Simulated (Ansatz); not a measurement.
# AlSi2B: the cost of one run

Computed with Ansatz 0.2.0 (DFT PBE, scalar-relativistic, plane waves, PAW, unless a step's input says otherwise).

### Step 1. Starting point

It takes space group P-6m2 (No. 187, hexagonal). Conventional cell: a = 3.110 Å, b = 3.110 Å, c = 6.454 Å, α = 90.00°, β = 90.00°, γ = 120.00°. Around Al (site symmetry -6m2) lie 6 Si at 2.74 Å and 6 Al at 3.11 Å. Around Si (site symmetry 3m) lie 3 B at 2.14 Å and 1 Si at 2.32 Å and 3 Al at 2.74 Å. Around B (site symmetry -6m2) lie 6 Si at 2.14 Å.

Coordinates:

```
CELL_PARAMETERS angstrom
3.11024 0.00000 0.00000
-1.55512 2.69354 0.00000
0.00000 0.00000 6.45366
ATOMIC_POSITIONS crystal
Al 0.00000 0.00000 0.00000
Si 0.33333 0.66667 0.31992
Si 0.33333 0.66667 0.68008
B 0.66667 0.33333 0.50000
```

The cell was relaxed beforehand at this level, from a generated guess; it is a trial structure. At a tolerance of 0.05 Å it has space group P-6m2 (No. 187); it has 13.52 Å³/atom, an uncorrected energy of +0.31 eV/atom over the elements.

### Step 2. Electronic structure at the relaxed geometry

File input.yaml:

```yaml
crystal:
  lattice:
    - [3.1102359112, 0.0, 0.0]
    - [-1.5551179556, 2.6935433109, 0.0]
    - [0.0, 0.0, 6.4536608904]
  atoms:
    - { symbol: Al, position: [0.0, 0.0, 0.0] }
    - { symbol: Si, position: [0.3333333333, 0.6666666667, 0.3199174046] }
    - { symbol: Si, position: [0.3333333333, 0.6666666667, 0.6800825954] }
    - { symbol: B, position: [0.6666666667, 0.3333333333, 0.5] }
basis:
  ecutwfc: 420
kpoints:
  mp_grid: { grid: [18, 18, 8] }
  band_path:
    path:
      - [[0.0, 0.0, 0.0], [0.5, 0.0, 0.0], [0.33333333, 0.33333333, 0.0], [0.0, 0.0, 0.0], [0.0, 0.0, 0.5], [0.5, 0.0, 0.5], [0.33333333, 0.33333333, 0.5], [0.0, 0.0, 0.5]]
      - [[0.5, 0.0, 0.5], [0.5, 0.0, 0.0]]
      - [[0.33333333, 0.33333333, 0.5], [0.33333333, 0.33333333, 0.0]]
    npoints: 14
hamiltonian:
  xc: pbe
scf:
  occupations: { method: gaussian, width: 0.1 }
  n_extra_bands: 10
output:
  forces: true
  stress: true
  eigenvalues: true
  populations: true
  dos: { projected: true, de: 0.02, nscf_kmesh: { grid: [22, 22, 10] } }
  bader: true
  write_density: true
  write_potential: true
  elf: true
  volumetric_format: npy
```

On the command line:

```sh
$ ansatz run input.yaml --threads 1 --pin off --max-ram 2048MiB --backend cpu --events-out ev --progress --plain --runs-dir out
```

What time and memory should one allow on 1 thread of Arm Neoverse V2, shared host?

About 66 s, with a peak of 0.45 GiB.
